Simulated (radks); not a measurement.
**Te⁸⁺ in [Kr] 4d8: an all-electron calculation**

One table from this session's results is given with a row withheld; the runs are named, their logs left out.

The numbers are computed with radks (a radial shooting solver on a logarithmic mesh, Libxc functionals) version 1 (Dirac Kohn-Sham, PBE, spin-unpolarised, spherical densities, finite nucleus; open shells are shared between the two j in proportion to 2j + 1), except any that are marked as measured or tabulated.

### The system

```
element            : tellurium (Z = 52)
charge             : +8
electrons          : 44
configuration      : [Kr] 4d8
nuclear rms radius : 4.7423 fm
```

The outer shells:

Te⁸⁺
```
[Kr] core
4d [↑↓][↑↓][↑↓][↑ ][↑ ]
```

The first run:

Settings of this run:

```text
Z 52
configuration [Kr] 4d8
relativity Dirac
functional pbe,pbe
spin unpolarised
j_filling average
nucleus finite rms 4.7423 fm
c 137.035999084
```

The run is started by

```bash
$ python run_ks.py task.json out
```

This one command runs every case of the session in turn.

Among the steps run: Self-consistent calculation.

One of the session's tables, all rows but one given; the rest of the session is left out.

It belongs to the step «Shells». From the orbitals of this run (lengths in bohr):

```
level      <r>  outermost maximum (interpolated)  90 % within  nodes
1s1/2  0.02781                            0.0179       0.0500      0
2s1/2   0.1194                             0.101        0.185      1
2p1/2   0.1008                            0.0779        0.165      0
2p3/2   0.1064                            0.0826        0.173      0
3s1/2   0.3216                             0.293        0.473      2
3p1/2   0.3119                             0.279        0.469      1
3p3/2   0.3233                             0.290        0.485      1
3d3/2   0.2942                             0.236        0.463      0
3d5/2        ?                                 ?            ?      ?
4s1/2   0.7527                             0.697         1.08      3
4p1/2   0.7831                             0.715         1.14      2
4p3/2   0.8085                             0.738         1.18      2
4d3/2   0.8956                             0.785         1.34      1
4d5/2   0.9042                             0.793         1.35      1
```

Estimate the missing values for 3d5/2.

As computed: <r>: 0.2978; outermost maximum (interpolated): 0.239; 90 % within: 0.468; nodes: 0. In the column «<r>» it lies between 3d3/2 (0.2942) and 3p1/2 (0.3119).

To keep in mind: Spin polarisation and multiplet splitting are left out.
